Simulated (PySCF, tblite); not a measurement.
# C₂H₈ClOSi₂ radical, a small gas-phase stand-in for a defect centre (C site with back bonds O[SiH3], C[SiH3], Cl): EPR parameters

What EPR parameters should one expect for `[SiH3]C[C](Cl)O[SiH3]`? It is drawn as: dangling bond.

Programs: tblite 0.8.0 and PySCF 2.14.0. All values are calculated, for the isolated system unless a continuum is named. Atoms count from 0, parts from 1.

## Step 1: The system as given

14 atoms, charge 0, multiplicity 2; geometry: distance geometry start.

## Step 2: Relaxing the cluster with GFN2-xTB

The job: settings as JSON, then the geometry in Å.

```
{"job": {"kind": "relax", "xc": "GFN2-xTB", "basis": "xTB"}, "charge": 0, "multiplicity": 2}
C      0.485492     0.411401     0.967050
O      0.042523    -0.577046     1.845784
Si     0.841199    -2.157859     2.048877
C     -0.383265     0.662059    -0.189169
Si    -0.113157    -0.646476    -1.443118
Cl     2.219841     0.480050     0.669889
H      0.336075    -2.769666     3.238587
H      2.245971    -1.965556     2.156623
H      0.554672    -2.964405     0.923247
H     -1.368228     0.650402     0.135419
H     -0.171215     1.588703    -0.581882
H      1.256080    -0.995945    -1.472319
H     -0.895363    -1.764055    -1.183159
H     -0.486675    -0.119160    -2.744221
```

Level: GFN2-xTB geometry optimisation, gas phase.

Started as:

```sh
> OMP_NUM_THREADS=1 python cluster_run.py task.json out
```

One launch serves the whole session: the jobs run in the order shown.

What it wrote:

```text
step      E/eV     max force
  0    -555.41927    2.388
  1    -555.82007    1.597
  2    -555.98958    0.663
  3    -556.02074    0.754
  4    -556.06120    0.454
  5    -556.07852    0.366
  6    -556.09865    0.323
  7    -556.12003    0.377
  8    -556.13628    0.335
  9    -556.14681    0.235
 10    -556.15364    0.196
 11    -556.15922    0.188
 12    -556.16432    0.183
 13    -556.16826    0.200
 14    -556.17185    0.158
 15    -556.17595    0.168
 16    -556.18007    0.163
 17    -556.18314    0.167
 18    -556.18505    0.150
 19    -556.18635    0.104
 20    -556.18752    0.097
 21    -556.18868    0.090
 22    -556.18960    0.063
 23    -556.19026    0.061
 24    -556.19087    0.057
 25    -556.19159    0.082
 26    -556.19235    0.085
 27    -556.19295    0.056
 28    -556.19331    0.035
 29    -556.19354    0.039
 30    -556.19375    0.044
 31    -556.19396    0.035
 32    -556.19414    0.031
 33    -556.19429    0.033
 34    -556.19445    0.047
 35    -556.19472    0.058
 36    -556.19515    0.066
 37    -556.19572    0.073
 38    -556.19623    0.059
 39    -556.19664    0.070
 40    -556.19713    0.082
 41    -556.19795    0.105
 42    -556.19934    0.159
 43    -556.20121    0.172
 44    -556.20316    0.119
 45    -556.20487    0.094
 46    -556.20647    0.124
 47    -556.20893    0.141
 48    -556.21272    0.153
 49    -556.21556    0.217
 50    -556.21422    0.249
 51    -556.21942    0.089
 52    -556.22046    0.073
 53    -556.22218    0.074
 54    -556.22313    0.082
 55    -556.22503    0.070
 56    -556.22597    0.071
 57    -556.22664    0.088
 58    -556.22742    0.091
 59    -556.22850    0.077
 60    -556.22966    0.075
 61    -556.23070    0.081
 62    -556.23162    0.074
 63    -556.23212    0.083
 64    -556.23287    0.053
 65    -556.23323    0.039
 66    -556.23366    0.047
 67    -556.23387    0.049
 68    -556.23434    0.051
 69    -556.23464    0.045
 70    -556.23488    0.036
 71    -556.23512    0.042
 72    -556.23545    0.045
 73    -556.23578    0.048
 74    -556.23603    0.037
 75    -556.23626    0.045
 76    -556.23642    0.036
 77    -556.23658    0.029
 78    -556.23678    0.041
 79    -556.23701    0.060
 80    -556.23729    0.065
 81    -556.23760    0.054
 82    -556.23790    0.041
 83    -556.23817    0.044
 84    -556.23842    0.053
 85    -556.23866    0.053
 86    -556.23888    0.043
 87    -556.23907    0.034
 88    -556.23926    0.030
 89    -556.23943    0.027
 90    -556.23962    0.034
 91    -556.23981    0.034
 92    -556.23998    0.030
 93    -556.24015    0.035
 94    -556.24032    0.033
 95    -556.24046    0.025
 96    -556.24058    0.023
 97    -556.24070    0.030
 98    -556.24085    0.039
 99    -556.24105    0.038
100    -556.24125    0.033
101    -556.24140    0.031
102    -556.24152    0.029
103    -556.24169    0.033
104    -556.24197    0.043
105    -556.24237    0.053
106    -556.24276    0.056
107    -556.24315    0.055
108    -556.24339    0.042
109    -556.24364    0.045
110    -556.24379    0.046
111    -556.24404    0.042
112    -556.24422    0.044
113    -556.24445    0.043
114    -556.24468    0.032
115    -556.24488    0.027
116    -556.24501    0.022
117    -556.24508    0.019
118    -556.24514    0.019
119    -556.24519    0.020
120    -556.24529    0.023
121    -556.24539    0.022
122    -556.24551    0.026
123    -556.24559    0.028
124    -556.24565    0.022
125    -556.24569    0.016
126    -556.24572    0.011
127    -556.24575    0.011
128    -556.24576    0.012
129    -556.24578    0.013
130    -556.24581    0.015
131    -556.24585    0.017
132    -556.24589    0.019
133    -556.24592    0.019
134    -556.24594    0.013
135    -556.24595    0.008
136    -556.24596    0.006
```

It took 2.9 s on 1 thread of Arm Neoverse V2, shared host.

Step by step:

```csv
step,energy from step 0 (eV),largest force (eV/Å)
0,0.0000,2.3875
5,-0.6593,0.3666
10,-0.7344,0.1962
15,-0.7567,0.1683
20,-0.7682,0.0974
25,-0.7723,0.0824
30,-0.7745,0.0437
35,-0.7754,0.0572
40,-0.7779,0.0822
45,-0.7856,0.0941
50,-0.7949,0.2486
55,-0.8058,0.0693
60,-0.8104,0.0747
65,-0.8140,0.0389
70,-0.8156,0.0364
75,-0.8170,0.0446
80,-0.8180,0.0652
85,-0.8194,0.0531
90,-0.8203,0.0341
95,-0.8212,0.0244
100,-0.8220,0.0333
105,-0.8231,0.0526
110,-0.8245,0.0457
115,-0.8256,0.0272
120,-0.8260,0.0234
125,-0.8264,0.0154
130,-0.8265,0.0145
135,-0.8267,0.0083
136,-0.8267,0.0062
```

Distances of close pairs at the start and the end, largest changes first:

```csv
bond,before (Å),after (Å),change (Å)
O1–Si2,1.783,1.636,-0.146
C3–Si4,1.832,1.935,+0.103
Si4–H12,1.389,1.462,+0.073
C0–O1,1.395,1.331,-0.064
C3–H10,1.029,1.088,+0.060
C3–H9,1.037,1.090,+0.053
Si2–H8,1.414,1.465,+0.050
Si4–H11,1.413,1.461,+0.048
```

## Step 3: Relaxing the molecule at PBE0-D3(BJ)/def2-SVP

The job: settings as JSON, then the geometry in Å.

```
{"job": {"xc": "PBE0", "basis": "def2-SVP", "d3": "d3bj", "grid": 2, "kind": "geom", "shake": 0.01}, "charge": 0, "multiplicity": 2}
C      0.322426     0.865954     0.582291
O     -0.148022    -0.129882     1.310455
Si     0.553368    -1.458906     1.930633
C     -0.524270     1.406954    -0.503317
Si    -0.636904     0.163626    -1.998980
Cl     2.008950     0.936529     0.293284
H     -0.598322    -2.046093     2.548139
H      1.631566    -1.078009     2.890003
H      1.161178    -2.254650     0.885402
H     -1.566104     1.535946    -0.092479
H     -0.199941     2.368258    -0.831993
H      0.705832     0.094315    -2.572630
H     -1.095900    -1.117289    -1.483665
H     -1.620334     0.698640    -2.942735
```

What it wrote:

```text
step   0  E = -1194.38692403  max force = 0.030236
step   1  E = -1194.39773236  max force = 0.007163
step   2  E = -1194.39820880  max force = 0.002664
step   3  E = -1194.39836637  max force = 0.002125
step   4  E = -1194.39830657  max force = 0.005917
step   5  E = -1194.39860353  max force = 0.002156
step   6  E = -1194.39874610  max force = 0.001462
step   7  E = -1194.39895706  max force = 0.001392
step   8  E = -1194.39899895  max force = 0.001330
step   9  E = -1194.39902869  max force = 0.000549
step  10  E = -1194.39903471  max force = 0.000212
optimisation converged
```

Wall time 2.8 min (1 thread of Arm Neoverse V2, shared host); peak memory 0.8 GiB.

Along the way: (the energy doesn't fall at every step)

```csv
step,energy from step 0 (eV),largest force component (eV/Å)
0,0.0000,1.5548
1,-0.2941,0.3683
2,-0.3071,0.1370
3,-0.3114,0.1093
4,-0.3097,0.3043
5,-0.3178,0.1109
6,-0.3217,0.0752
7,-0.3274,0.0716
8,-0.3286,0.0684
9,-0.3294,0.0282
10,-0.3295,0.0109
```

Distances of close pairs at the start and the end, largest changes first:

```csv
bond,before (Å),after (Å),change (Å)
O1–Si2,1.626,1.695,+0.069
C0–Cl5,1.713,1.768,+0.056
Si2–H6,1.433,1.486,+0.053
Si2–H8,1.447,1.488,+0.041
C3–Si4,1.948,1.910,-0.038
Si4–H12,1.455,1.493,+0.038
C3–H10,1.066,1.101,+0.034
Si4–H13,1.464,1.495,+0.031
```

The next job starts from the end point, and lists it.

```csv
at the end point,value
point group (found at 0.08 Å tolerance),C1
"rotational constants (GHz, main isotopes)","2.637, 1.099, 0.889"
dipole moment (D),0.83
⟨S²⟩,0.753
```

## Step 4: EPR parameters: B3LYP/IGLO-III+pcH-1

The job: settings as JSON, then the geometry in Å.

```
{"job": {"kind": "epr"}, "charge": 0, "multiplicity": 2}
C      0.548323     0.994998     0.855936
O      0.028386    -0.107539     1.411372
Si     0.799128    -1.158161     2.494994
C     -0.301401     1.670851    -0.156059
Si    -0.513812     0.700366    -1.787532
Cl     2.271821     0.897856     0.472058
H     -0.312146    -1.969748     3.055057
H      1.483065    -0.377069     3.563800
H      1.767462    -2.031477     1.778064
H     -1.303009     1.814871     0.282020
H      0.108700     2.665484    -0.389241
H      0.779715     0.642448    -2.529567
H     -0.979627    -0.687826    -1.498409
H     -1.530835     1.391943    -2.637889
```

Method: UKS B3LYP, IGLO-III on C Cl O Si, pcH-1 on H, non-relativistic, mean-field spin-orbit, GIAO.

What it wrote:

```text
UKS, coarse grid
  cycle   1  E = -1195.46425727  |g| = 5.38e-01
  cycle   2  E = -1195.27119236  |g| = 9.00e-01
  cycle   3  E = -1195.55417021  |g| = 1.26e-01
  cycle   4  E = -1195.55964891  |g| = 5.20e-02
  cycle   5  E = -1195.56079486  |g| = 1.22e-02
  cycle   6  E = -1195.56085527  |g| = 5.76e-03
  cycle   7  E = -1195.56087244  |g| = 1.86e-03
  cycle   8  E = -1195.56087330  |g| = 7.61e-04
UKS, final grid
  cycle   1  E = -1195.56091380  |g| = 9.61e-04
  cycle   2  E = -1195.56091327  |g| = 1.43e-03
  cycle   3  E = -1195.56091426  |g| = 1.25e-04
  cycle   4  E = -1195.56091426  |g| = 4.34e-05
  cycle   5  E = -1195.56091427  |g| = 2.29e-05
E = -1195.56091427 Eh   <S^2> = 0.7534 (exact 0.7500)
g shifts (ppm)      1          2          3
  rmc          -212       -212       -212
  gc              4         16          2
  oz_so        -497       2983       5649
  total        -705       2786       5439
hyperfine (MHz)  atom isotope    a_iso     a_fc   dipolar eigenvalues
    0   13C     322.75     322.45    -70.21    -68.86    139.07
    1   17O     -14.29     -14.20    -42.13     20.40     21.73
    2  29Si      -2.36      -2.37     -1.42      0.61      0.80
    3   13C      -0.94      -0.96     -3.72     -3.55      7.27
    4  29Si     -75.98     -76.13    -18.11      8.83      9.28
    5  35Cl      26.35      26.48    -23.05    -16.00     39.06
    6    1H      -2.12      -2.12     -1.84     -1.48      3.32
    7    1H       6.48       6.48     -2.43     -2.14      4.57
    8    1H       4.59       4.59     -1.69     -1.58      3.28
    9    1H      22.94      22.94     -5.08     -4.78      9.86
   10    1H      24.23      24.21     -5.10     -4.75      9.85
   11    1H      -1.23      -1.23     -2.00     -0.79      2.80
   12    1H      -1.18      -1.18     -2.22     -0.88      3.11
   13    1H      10.69      10.69     -1.84     -0.64      2.48
```

Wall time 87 s (1 thread of Arm Neoverse V2, shared host); peak memory 1.3 GiB.

Principal g values 2.00161, 2.00511, 2.00776; g(iso) = 2.00483, against 2.00232 for a free electron.

Hyperfine couplings, nucleus by nucleus at this fixed geometry (no averaging over rotations):

```csv
nuclei,isotope,a(iso) (MHz),"a(iso) (G, at g = 2.0023)",largest dipolar term (MHz)
C0,13C,322.8,115.2,139.1
Si4,29Si,-76.0,-27.1,-18.1
Cl5,35Cl,26.4,9.4,39.1
H10,1H,24.2,8.6,9.9
H9,1H,22.9,8.2,9.9
O1,17O,-14.3,-5.1,-42.1
H13,1H,10.7,3.8,2.5
H7,1H,6.5,2.3,4.6
H8,1H,4.6,1.6,3.3
Si2,29Si,-2.4,-0.8,-1.4
H6,1H,-2.1,-0.8,3.3
H11,1H,-1.2,-0.4,2.8
H12,1H,-1.2,-0.4,3.1
C3,13C,-0.9,-0.3,7.3
```

Mulliken spin populations:

C0 0.80; O1 0.07; Si2 0.00; C3 -0.06; Si4 0.08; Cl5 0.07; H6 0.00; H7 0.01; H8 0.00; H9 0.01; H10 0.01; H11 0.00; H12 0.00; H13 0.01

In first order the couplings over 0.8 MHz of 35Cl, 1H give 912 distinct lines over 54.4 G.

## Step 5: g tensor and hyperfine couplings: BHandHLYP/IGLO-III+pcH-1

The job, as its differences from that of step 4:

```diff
@@ -1,2 +1,2 @@
-{"job": {"kind": "epr"}, "charge": 0, "multiplicity": 2}
+{"job": {"kind": "epr", "xc": "BHandHLYP"}, "charge": 0, "multiplicity": 2}
 C      0.548323     0.994998     0.855936
```

Level: UKS BHandHLYP, IGLO-III on C Cl O Si, pcH-1 on H, non-relativistic, mean-field spin-orbit, GIAO.

What it wrote:

```text
UKS, coarse grid
  cycle   1  E = -1195.31421973  |g| = 4.69e-01
  cycle   2  E = -1195.30496848  |g| = 5.35e-01
  cycle   3  E = -1195.40269332  |g| = 6.18e-02
  cycle   4  E = -1195.40444676  |g| = 2.74e-02
  cycle   5  E = -1195.40486265  |g| = 8.89e-03
  cycle   6  E = -1195.40492566  |g| = 3.85e-03
  cycle   7  E = -1195.40493952  |g| = 1.53e-03
  cycle   8  E = -1195.40494296  |g| = 6.67e-04
UKS, final grid
  cycle   1  E = -1195.40497035  |g| = 5.70e-04
  cycle   2  E = -1195.40497046  |g| = 5.47e-04
  cycle   3  E = -1195.40497062  |g| = 1.18e-04
  cycle   4  E = -1195.40497065  |g| = 8.44e-05
  cycle   5  E = -1195.40497065  |g| = 1.36e-05
E = -1195.40497065 Eh   <S^2> = 0.7556 (exact 0.7500)
g shifts (ppm)      1          2          3
  rmc          -214       -214       -214
  gc              2         11          3
  oz_so        -558       2568       5233
  total        -769       2365       5022
hyperfine (MHz)  atom isotope    a_iso     a_fc   dipolar eigenvalues
    0   13C     366.01     365.73    -73.98    -72.40    146.38
    1   17O     -20.55     -20.47    -41.74     19.87     21.87
    2  29Si      -0.88      -0.89     -1.29      0.48      0.82
    3   13C      -8.86      -8.89     -3.99     -3.15      7.15
    4  29Si     -74.77     -74.91    -17.21      8.28      8.93
    5  35Cl      27.92      28.07    -23.84    -14.21     38.05
    6    1H      -2.16      -2.16     -1.80     -1.49      3.29
    7    1H       4.01       4.01     -2.46     -2.24      4.70
    8    1H       3.37       3.36     -1.72     -1.60      3.32
    9    1H      24.18      24.18     -5.33     -4.92     10.26
   10    1H      25.21      25.19     -5.24     -5.02     10.26
   11    1H      -1.27      -1.27     -1.96     -0.91      2.87
   12    1H      -1.26      -1.26     -2.17     -1.01      3.18
   13    1H      10.82      10.82     -1.70     -0.67      2.37
```

It took 94 s on 1 thread of Arm Neoverse V2, shared host; peak memory 1.4 GiB.

In short: g(iso) 2.00453.

## Step 6: Side by side: EPR parameters

g, ⟨S²⟩ and isotropic hyperfine couplings (MHz), with basis size and wall time:

```csv
run,g(iso),⟨S²⟩,13C C0,29Si Si4,35Cl Cl5,1H H10,1H H9,functions,time
B3LYP/IGLO-III+pcH-1,2.00483,0.753,322.8,-76.0,26.4,24.2,22.9,317,87 s
BHandHLYP/IGLO-III+pcH-1,2.00453,0.756,366.0,-74.8,27.9,25.2,24.2,317,94 s
```

## Step 7: Results

| quantity | value |
| --- | --- |
| point group | C1 |
| rotational constants (main isotopes) | 2.64, 1.10, 0.89 GHz |
| g(iso) (B3LYP) | 2.00483 |
| ⟨S²⟩ | 0.753 (exact 0.75) |
| largest a(iso) | 13C on C0, 322.8 MHz |

What this shows: The start of the PBE0/def2-SVP relaxation was shaken at random by about 0.01 Å, so part of the energy gained, and of the first lengths quoted, undoes that. Relaxing lowered the energy by 0.330 eV in 10 steps; the close pair that moved most is O1–Si2, from 1.626 to 1.695 Å (PBE0/def2-SVP). C0 carries the largest spin population, 0.80 e. The isotropic g lies 2.5 ppt above the free-electron value. The coupling of 13C on C0 runs from 322.8 (B3LYP/IGLO-III+pcH-1) to 366.0 MHz (BHandHLYP/IGLO-III+pcH-1). A capped cluster stands for the solid here, so long-range fields and strain are missing, and bands or shifts of the capping hydrogens have no counterpart in it.
